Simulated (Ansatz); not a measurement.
What does this script print? It uses Ansatz 0.2.0 through its Python package.

Contents of `scpt3.xyz`:
```text
4
Lattice="3.958 0.0 0.0 0.0 3.958 0.0 0.0 0.0 3.958" Properties=species:S:1:pos:R:3 pbc="T T T"
Sc    0.00000000    0.00000000    0.00000000
Pt    0.00000000    1.97900000    1.97900000
Pt    1.97900000    0.00000000    1.97900000
Pt    1.97900000    1.97900000    0.00000000
```

`fermi_scpt3.py`
```python
"""Fermi surface readings for ScPt3."""

import warnings

import ansatz as az

MESH = (5, 5, 5)
FILLING = "fermi_dirac"
ECUT = 510


def main() -> None:
    warnings.simplefilter("ignore", az.DeckWarning)

    xtal = az.Crystal.from_extxyz("scpt3.xyz")

    calc = (
        xtal.calculation()
        .functional(az.Functional.LDA)
        .kpoints(*MESH)
        .occupations(FILLING)
        .basis(ECUT)
        .eigenstates(nscf_kmesh=(8, 8, 8), level_slopes=True)
    )
    surface = calc.run(threads=1, pin="off").fermi_surface().to_plain()
    for way, reading in surface.items():
        if reading:
            rho_lambda = [f"{v:.3e}" for v in reading["resistivity_times_mean_free_path_ohm_m2"]]
            print(f"{way:24s} area {reading['spin_summed_area_per_ang2']:8.3f} 1/A^2  rho*lambda (ohm m^2) {rho_lambda}")


if __name__ == "__main__":
    main()
```

Output of `python fermi_scpt3.py`:
```text
by_tetrahedra            area   31.184 1/A^2  rho*lambda (ohm m^2) ['9.803e-16', '9.803e-16', '9.803e-16']
by_slopes                area   30.106 1/A^2  rho*lambda (ohm m^2) ['1.015e-15', '1.015e-15', '1.015e-15']
on_every_second_point    area   27.652 1/A^2  rho*lambda (ohm m^2) ['1.106e-15', '1.106e-15', '1.106e-15']
```

Notes:
- The mesh is modest for a metal, so energies can be off by several to tens of meV an atom and pressures by half a GPa or more; differences at equal mesh fare better.
- Spin-orbit coupling, which matters for elements this heavy, is left out.
- The structure is a deposited one; some such entries were measured under pressure or heat, so a shift against it needn't be the functional's error alone.
- The three readings differ by the mesh error.
- Timing: 6 s on 1 thread of Arm Neoverse V2, on a shared host, peak memory 0.38 GiB.
